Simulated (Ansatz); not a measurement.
**C2AlF (SMILES [F][Al]1[C]#[C]1): single points off equilibrium**

An exercise on one series of results from a longer session: the logs are not shown, and one member is left open.

Computed with Ansatz 0.2.0, Gaussian basis. Level: single points in def2-TZVPP.

Cores are frozen in the correlated methods.

### The starting structure

4 atoms, charge 0, spin multiplicity 1.

Atoms are counted from 1 here; the program's logs count them from 0.

Bond lengths: F1–Al2 1.656 Å, Al2–C3 1.936 Å, Al2–C4 1.916 Å, C3–C4 1.308 Å. Angles: F1–Al2–C3 159.3°, F1–Al2–C4 161.0°, C3–Al2–C4 39.7°, Al2–C3–C4 69.3°, Al2–C4–C3 71.0°.

Geometry (Å):

```tsv
atom	x (Å)	y (Å)	z (Å)
F1	-0.34600	-0.16990	2.10640
Al2	-0.07670	-0.04430	0.47680
C3	0.07620	0.76060	-1.27750
C4	0.31910	-0.52290	-1.33570
```

The first run:

run/in.yaml reads:

```yaml
crystal:
  periodic: [false, false, false]
  atoms:
    - {symbol: F, position_ang: [-0.346000, -0.169900, 2.106400]}
    - {symbol: Al, position_ang: [-0.076700, -0.044300, 0.476800]}
    - {symbol: C, position_ang: [0.076200, 0.760600, -1.277500]}
    - {symbol: C, position_ang: [0.319100, -0.522900, -1.335700]}
basis:
  gaussian: {orbitals: def2-TZVPP}
correlation: {method: ccsd_t}
output: {forces: true}
```

Launch:

```sh
$ ansatz run in.yaml --threads 4 --pin off --events-out ev --progress --plain --max-ram 5222MiB
```

Steps of the session up to this table: CCSD(T)/def2-TZVPP; PBE0-D4/def2-TZVPP; wB97M-V/def2-TZVPP; r2SCAN-D4/def2-TZVPP; PBE-D4/def2-TZVPP; B97M-V/def2-TZVPP; LC-wPBE/def2-TZVPP.

One of the session's tables, all rows but one given; the rest of the session is left out.

```
   method  RMS force component (eV/Å)  angle to CCSD(T) forces (°)  dipole (D)
  CCSD(T)                       0.700                    reference        2.83
  PBE0-D4                           ?                            ?           ?
  wB97M-V                       1.201                         12.6        2.97
r2SCAN-D4                       1.023                          8.6        2.89
   PBE-D4                       0.762                         16.6        2.71
   B97M-V                       1.057                          4.6        2.89
  LC-wPBE                       1.445                         12.7        3.16
```

Q: Estimate the row for PBE0-D4 from the others.

As computed: RMS force component (eV/Å): 1.095; angle to CCSD(T) forces (°): 8.6; dipole (D): 2.88. In the column «RMS force component (eV/Å)» it lies between B97M-V (1.057) and wB97M-V (1.201).

To keep in mind: The reference is not at the basis limit: in triple zeta CCSD(T) underbinds, which counts against methods that bind more; the gaps are no ranking.
